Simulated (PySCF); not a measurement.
**RuO(OH)₂: structure of the triplet**

Aim: relax RuO(OH)₂ as a triplet from a trigonal planar start, check by its vibrations whether the end is a minimum, and collect its spectrum and constants.

The runs use PySCF 2.14.0; PBE0, basis Ru def2-TZVP with ECP28, O def2-TZVP, H def2-TZVP, scalar-relativistic core potentials, no spin–orbit coupling, density fitting.

**1. Starting geometry**

6 atoms, charge 0, spin multiplicity 3.

Bond lengths: Ru1–O2 1.710 Å, Ru1–O3 1.880 Å, Ru1–O4 1.880 Å, O3–H5 0.960 Å, O4–H6 0.960 Å. Angles: O2–Ru1–O3 120.0°, O2–Ru1–O4 120.0°, O3–Ru1–O4 120.0°, Ru1–O3–H5 130.0°, Ru1–O4–H6 130.0°.

Z-matrix (Å, degrees; charge 0 multiplicity 3):
```
Ru
O  1 1.7100
O  1 1.8800 2 120.00
O  1 1.8800 2 120.00 3 180.00
H  3 0.9600 1 130.00 2 0.00
H  4 0.9600 1 130.00 2 180.00
```

**2. The SCF at the typed geometry**

The steps below are one call of a driver around PySCF. For each, scf.py gives the equivalent set-up of the SCF; relaxations use the driver's own optimiser. After this first run the driver tries any further starts and a stability analysis.

The input, scf.py:

```python
from pyscf import gto, scf, dft
mol = gto.M(atom='''
Ru     0.000000     0.000000     0.000000
O      1.710000     0.000000     0.000000
O     -0.940000     1.628100     0.000000
O     -0.940000    -1.628100     0.000000
H     -0.611700     2.530200     0.000000
H     -1.885400    -1.794800     0.000000''',
    basis={'Ru': 'def2-TZVP', 'O': 'def2-TZVP', 'H': 'def2-TZVP'},
    ecp={'Ru': 'def2-TZVP'},
    charge=0, spin=2)
mf = dft.UKS(mol, xc='PBE0')
mf.grids.atom_grid = (50, 194)
aux = {'Ru': 'def2-universal-JKFIT', 'O': 'def2-universal-JKFIT', 'H': 'def2-universal-JKFIT'}
mf = mf.density_fit(auxbasis=aux)
mf.conv_tol = 1e-08
mf.diis_space = 10
mf.max_cycle = 60
mf.init_guess = 'minao'
mf.verbose = 4
mf.kernel()
```

Command:

```sh
$ OMP_NUM_THREADS=4 python axn.py task.json out
```

Further steps of the session: Relaxation: trigonal planar start, triplet; Is it a minimum? Harmonic modes; Leaving the saddle point; Frequencies.

**Question.** What will these runs give? Wanted: minimum; geometry; wavenumbers; dipole moment; highest occupied, lowest empty level; polar-tensor charge of Ru1; zero-point energy; atomisation energy; ⟨S²⟩.

As calculated:

| quantity | value |
| --- | --- |
| minimum | triplet, C2 |
| geometry | O–H 0.963 Å (×2), Ru–O 1.659 Å, Ru–O 1.857 Å (×2); H–O–Ru 116.9° (×2), O–Ru–O 119.3°, O–Ru–O 120.4° (×2) |
| wavenumbers (cm⁻¹) | 189 (a), 212 (b), 242 (b), 471 (a), 504 (b), 674 (a), 708 (b), 824 (a), 877 (b), 1018 (a), 3830 (b), 3832 (a) |
| dipole moment | 1.79 D |
| highest occupied, lowest empty level (either spin) | -7.29, -3.68 eV |
| polar-tensor charge of Ru1 | +1.60 e |
| zero-point energy | 80.0 kJ/mol |
| entropy at 298.15 K | 317.0 J/(mol K) |
| atomisation energy (no zero-point energy) | 2028 kJ/mol |
| ⟨S²⟩ | 2.007 |

From Cs at the start the molecule goes to a C2 minimum, after a stop at a second-order saddle point 46.1 kJ/mol higher, from which it was pushed off along an imaginary mode. The strongest infrared band lies at 708 cm⁻¹ (b). Most of the spin sits on Ru1 (Mulliken spin 1.58, against 2 for the whole molecule). Only this shape and spin were tried, so other structures or states may lie lower. Open d and f shells are described by one determinant, and the ground state may have another occupation or spin.
